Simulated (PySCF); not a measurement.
# H9N3Tl (Tl(NH3)33+): the cost of one run

Method: several levels, as the steps say, no spin–orbit coupling; program: PySCF 2.14.0.

1 further run of the same task is left out (for a known fault of the program).

## 1. The system as given

13 atoms, charge 3, spin multiplicity 1.

Bond lengths: Tl1–N2 2.263 Å, Tl1–N6 2.263 Å, Tl1–N10 2.263 Å, N2–H3 1.037 Å, N2–H4 1.037 Å, N2–H5 1.036 Å, N6–H7 1.037 Å, N6–H8 1.037 Å, N6–H9 1.036 Å, N10–H11 1.037 Å, N10–H12 1.037 Å, N10–H13 1.036 Å. Angles: N2–Tl1–N6 120.0°, N2–Tl1–N10 120.0°, N6–Tl1–N10 120.0°, Tl1–N2–H3 111.7°, Tl1–N2–H4 111.7°, Tl1–N2–H5 112.1°, H3–N2–H4 107.1°, H3–N2–H5 107.0°, H4–N2–H5 107.0°, Tl1–N6–H7 111.7°, Tl1–N6–H8 111.7°, Tl1–N6–H9 112.1°, H7–N6–H8 107.1°, H7–N6–H9 107.0°, H8–N6–H9 107.0°, Tl1–N10–H11 111.7°, Tl1–N10–H12 111.7°, Tl1–N10–H13 112.1° and more.

Coordinates:

```xyz
13
H9N3Tl
Tl    0.00000    0.00000    0.00000
N     2.26309    0.00152    0.00000
H     2.64700   -0.48062    0.83426
H     2.64700   -0.48062   -0.83426
H     2.65235    0.96184    0.00000
N    -1.13286    1.95914    0.00000
H    -0.90727    2.53267    0.83426
H    -0.90727    2.53267   -0.83426
H    -2.15915    1.81608    0.00000
N    -1.13023   -1.96066    0.00000
H    -1.73972   -2.05206    0.83426
H    -1.73972   -2.05206   -0.83426
H    -0.49320   -2.77792    0.00000
```

Formal oxidation states: Tl +3. An earlier session relaxed this geometry at PBE0, Tl def2-SVP with ECP60, N def2-SVP, H def2-SVP (singlet, point group C3h).

At PBE0 on the finer grid: E = -340.650288 Eh, HOMO -25.42 eV, LUMO -18.73 eV, Mulliken charge on Tl1 +1.12 e, largest force component 0.002 eV/Å. 

Levels to run: wB97X; M06-L; PBE0, TZVP. Hardware: 2 threads of Arm Neoverse V2, shared host.

## 2. wB97X

run.py (the lines that set the calculation) reads:

```python
mol = gto.M(atom='''
Tl     0.00000     0.00000     0.00000
N      2.26309     0.00152     0.00000
H      2.64700    -0.48062     0.83426
H      2.64700    -0.48062    -0.83426
H      2.65235     0.96184     0.00000
N     -1.13286     1.95914     0.00000
H     -0.90727     2.53267     0.83426
H     -0.90727     2.53267    -0.83426
H     -2.15915     1.81608     0.00000
N     -1.13023    -1.96066     0.00000
H     -1.73972    -2.05206     0.83426
H     -1.73972    -2.05206    -0.83426
H     -0.49320    -2.77792     0.00000''',
    basis={'Tl': 'def2-SVP', 'N': 'def2-SVP', 'H': 'def2-SVP'},
    ecp={'Tl': 'def2-SVP'},
    charge=3, spin=0)
mf = dft.RKS(mol, xc='WB97X')
mf.grids.atom_grid = (75, 302)
mf = mf.density_fit()  # fitting sets: Tl def2-universal-JKFIT, N def2-universal-JKFIT, H def2-universal-JKFIT
mf.conv_tol = 1e-08; mf.max_cycle = 55
mf.kernel(dm0)  # dm0: the density of the relaxed state
```

Launch:

```console
> OMP_NUM_THREADS=2 python run.py
```

**Question.** How long does this run take on 2 threads of Arm Neoverse V2, shared host?

About 7.5 s.
